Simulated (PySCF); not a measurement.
**RuCl3: quartet, from a T-shaped start**

Aim: relax RuCl3 as a quartet from a T-shaped start, check by its vibrations whether the end is a minimum, and collect its spectrum and constants.

The runs use PySCF 2.14.0; PBE0, basis Ru def2-TZVP with ECP28, Cl def2-TZVP, scalar-relativistic core potentials, no spin–orbit coupling, density fitting.

### Step 1. The system as given

4 atoms, charge 0, spin multiplicity 4.

Bond lengths: Ru1–Cl2 2.240 Å, Ru1–Cl3 2.240 Å, Ru1–Cl4 2.240 Å. Angles: Cl2–Ru1–Cl3 88.0°, Cl2–Ru1–Cl4 88.0°, Cl3–Ru1–Cl4 176.0°.

```xyz
4
charge 0 multiplicity 4
Ru    0.0000    0.0000    0.0000
Cl    0.0000    0.0000    2.2400
Cl    2.2386    0.0000    0.0782
Cl   -2.2386    0.0000    0.0782
```

### Step 2. Finding the electronic state

One driver script runs all steps and calls PySCF; scf.py shows how it sets up the SCF of each step. The optimiser is the driver's own. After this first run the driver tries any further starts and a stability analysis.

Contents of scf.py:

```python
from pyscf import gto, scf, dft
mol = gto.M(atom='''
Ru     0.000000     0.000000     0.000000
Cl     0.000000     0.000000     2.240000
Cl     2.238600     0.000000     0.078200
Cl    -2.238600     0.000000     0.078200''',
    basis={'Ru': 'def2-TZVP', 'Cl': 'def2-TZVP'},
    ecp={'Ru': 'def2-TZVP'},
    charge=0, spin=3)
mf = dft.UKS(mol, xc='PBE0')
mf.grids.atom_grid = (50, 194)
aux = {'Ru': 'def2-universal-JKFIT', 'Cl': 'def2-universal-JKFIT'}
mf = mf.density_fit(auxbasis=aux)
mf.conv_tol = 1e-08
mf.diis_space = 10
mf.max_cycle = 60
mf.init_guess = 'minao'
mf.verbose = 4
mf.kernel()
```

The run is started by

```sh
OMP_NUM_THREADS=4 python axn.py task.json out
```

After this run come: Relaxing the quartet from the T-shaped start; Vibrations and properties at this point.

**Question.** What will these runs give? Wanted: minimum; geometry; wavenumbers; dipole moment; highest occupied, lowest empty level; polar-tensor charge of Ru1; zero-point energy; atomisation energy; ⟨S²⟩.

As calculated:

| quantity | value |
| --- | --- |
| minimum | quartet, C2v |
| geometry | Ru–Cl 2.207 Å (×3); Cl–Ru–Cl 102.7° (×2), Cl–Ru–Cl 154.7° |
| wavenumbers (cm⁻¹) | 101 (b2), 107 (b1), 115 (a1), 380 (a1), 413 (a1), 432 (b2) |
| dipole moment | 1.43 D |
| highest occupied, lowest empty level (either spin) | -7.71, -4.55 eV |
| polar-tensor charge of Ru1 | +1.54 e |
| zero-point energy | 9.3 kJ/mol |
| entropy at 298.15 K | 354.4 J/(mol K) |
| atomisation energy (no zero-point energy) | 977 kJ/mol |
| ⟨S²⟩ | 3.768 |

What this shows: The T-shaped start keeps its C2v symmetry and ends in a minimum. In the infrared the band at 432 cm⁻¹ (b2, stretch) leads. Most of the spin sits on Ru1 (Mulliken spin 2.55, against 3 for the whole molecule). The first SCF alone would have been 3 kJ/mol too high. Other starts or spin states, not run here, may lie lower. Open d and f shells are described by one determinant, and the ground state may have another occupation or spin.
